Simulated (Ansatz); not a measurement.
# BBrH2O: the cost of one run

Program: the Python package of Ansatz 0.2.0. Level of theory: MP2/def2-SVPD. These are calculated values, not measurements.

### 1 Starting point

Bond lengths: O1–B2 1.439 Å, B2–Br3 2.005 Å, O1–H4 0.999 Å, B2–H5 1.187 Å. Angles: O1–B2–Br3 121.7°, O1–B2–H5 117.4°, Br3–B2–H5 120.9°, B2–O1–H4 101.1°.

No structure file is read: the coordinates are typed or built in the script.

### 2 Script

Input file dimer_bbrh2o.py:

```python
import ansatz as az

BASIS_SET = "def2-SVPD"
LEVEL = "MP2"

FIRST = [
    ("O", (-0.8693, -0.7768, 0.099)),
    ("B", (0.3011, 0.0507, 0.2259)),
    ("Br", (0.1774, 2.0518, 0.2694)),
    ("H", (-0.9609, -0.8284, -0.894)),
    ("H", (1.3516, -0.4974, 0.2997)),
]
SECOND = [
    ("O", (-2.9802, 3.6816, 0.1337)),
    ("B", (-3.3641, 2.401, 0.6662)),
    ("Br", (-3.5878, 2.1031, 2.6367)),
    ("H", (-1.9846, 3.6127, 0.1677)),
    ("H", (-3.5406, 1.5186, -0.1082)),
]

def energy(atoms, ghosts=()):
    molecule = az.Crystal.molecule()
    for symbol, xyz in atoms:
        molecule = molecule.atom(symbol, xyz)
    calc = (
        molecule.calculation()
        .basis(gaussian=BASIS_SET)
        .correlation(LEVEL)
    )
    deck = calc.input()
    if ghosts:
        deck = deck.set(az.key.basis.gaussian.ghost_atoms, [{"symbol": s, "position_ang": list(xyz)} for s, xyz in ghosts])
    return az.Session.from_dict(deck).plan().execute().report["free_energy_ev"]

both = energy(FIRST + SECOND)
alone = energy(FIRST) + energy(SECOND)
ghosted = energy(FIRST, SECOND) + energy(SECOND, FIRST)
print(f"dimer {both:.6f} eV")
print(f"interaction, uncorrected   {23.060548 * (both - alone):8.3f} kcal/mol")
print(f"interaction, counterpoise  {23.060548 * (both - ghosted):8.3f} kcal/mol")
print(f"basis-set superposition    {23.060548 * (alone - ghosted):8.3f} kcal/mol")
```

### 3 What the engine is handed

The engine receives this input (first run):

```yaml
crystal:
  periodic: [false, false, false]
  atoms:
    - { symbol: O, position_ang: [-0.8693, -0.7768, 0.099] }
    - { symbol: B, position_ang: [0.3011, 0.0507, 0.2259] }
    - { symbol: Br, position_ang: [0.1774, 2.0518, 0.2694] }
    - { symbol: H, position_ang: [-0.9609, -0.8284, -0.894] }
    - { symbol: H, position_ang: [1.3516, -0.4974, 0.2997] }
    - { symbol: O, position_ang: [-2.9802, 3.6816, 0.1337] }
    - { symbol: B, position_ang: [-3.3641, 2.401, 0.6662] }
    - { symbol: Br, position_ang: [-3.5878, 2.1031, 2.6367] }
    - { symbol: H, position_ang: [-1.9846, 3.6127, 0.1677] }
    - { symbol: H, position_ang: [-3.5406, 1.5186, -0.1082] }
basis:
  gaussian:
    orbitals: def2-SVPD
correlation:
  method: mp2
```

### 4 Launch

The run is started by

```sh
$ python dimer_bbrh2o.py
```

Q: Estimate wall time and peak memory on 1 thread of Arm Neoverse V2, shared host.

About 26 s, with a peak of 0.67 GiB.
